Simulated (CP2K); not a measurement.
# NbSi: single point with PBE

NbSi:

```xyz
2
Lattice="3.1564 0.0000 0.0000 0.0000 3.1564 0.0000 0.0000 0.0000 3.1564" Properties=species:S:1:pos:R:3 pbc="T T T"
Nb    0.0000    0.0000    0.0000
Si    1.5782    1.5782    1.5782
```

The cell was built by a generator and needn't be a form met in nature.

```
Program                             : CP2K 2026.2
Task                                : single point
Functional                          : PBE
Potentials or basis                 : POTENTIAL_UZH Nb GTH-PBE-q13, Si GTH-PBE-q4; TZVP-MOLOPT-PBE-GTH basis
Density cutoff                      : 6123 eV
k mesh                              : 8 × 8 × 8
Occupations                         : fermi-dirac, width 0.05 eV
Spin                                : no spin polarisation
SCF solver                          : diagonalisation with k points
Quickstep method                    : GPW
EPS_DEFAULT                         : 1.0E-10
EPS_SCF                             : 1.0E-6
MAX_SCF                             : 100
SCF_GUESS                           : ATOMIC
k points reduced by the point group : yes
Mesh centred on Gamma               : yes
CHOLESKY                            : OFF
EPS_EIGVAL                          : 1.0E-7
MIXING METHOD                       : BROYDEN_MIXING
MIXING ALPHA                        : 0.4
NBUFFER                             : 8
NGRIDS                              : 5
Basis sets                          : Nb TZVP-MOLOPT-PBE-GTH-q13, Si TZVP-MOLOPT-PBE-GTH-q4
Potentials                          : Nb GTH-PBE-q13 of POTENTIAL_UZH, Si GTH-PBE-q4 of POTENTIAL_UZH
ADDED_MOS                           : [13]
REL_CUTOFF (Ry)                     : 60 Ry
MIXING BETA (1/bohr)                : 1.5 1/bohr
CUTOFF of the grids                 : 450 Ry
```

```json
{"Pressure": "0.5 GPa", "Band gap on the k mesh": "none (metal or under the smearing width)", "Mulliken charges": "Nb +0.18; Si -0.18 e", "Hirshfeld charges": "Nb +0.15; Si -0.15 e"}
```

Levels at points of the mesh, in eV from the Fermi level:
```tsv
k point	band 6	band 7	band 8	band 9	band 10	band 11
(0.00, 0.00, 0.00)	-2.67	-2.67	2.28	2.28	2.28	2.52
(0.00, 0.00, 0.50)	-6.30	-1.51	-1.09	-1.09	2.77	4.26
(0.00, 0.50, 0.50)	-2.84	-2.84	-2.19	0.30	0.30	4.23
(0.50, 0.50, 0.50)	-5.14	-5.14	-3.96	4.05	4.05	4.05
```

It took 45 s on 1 thread of Arm Neoverse V2, on a shared host, peak memory 0.31 GiB.

Caveat: Mulliken charges move with the basis; the basis of atomic orbitals isn't converged, which shifts pressures, moduli and gaps.
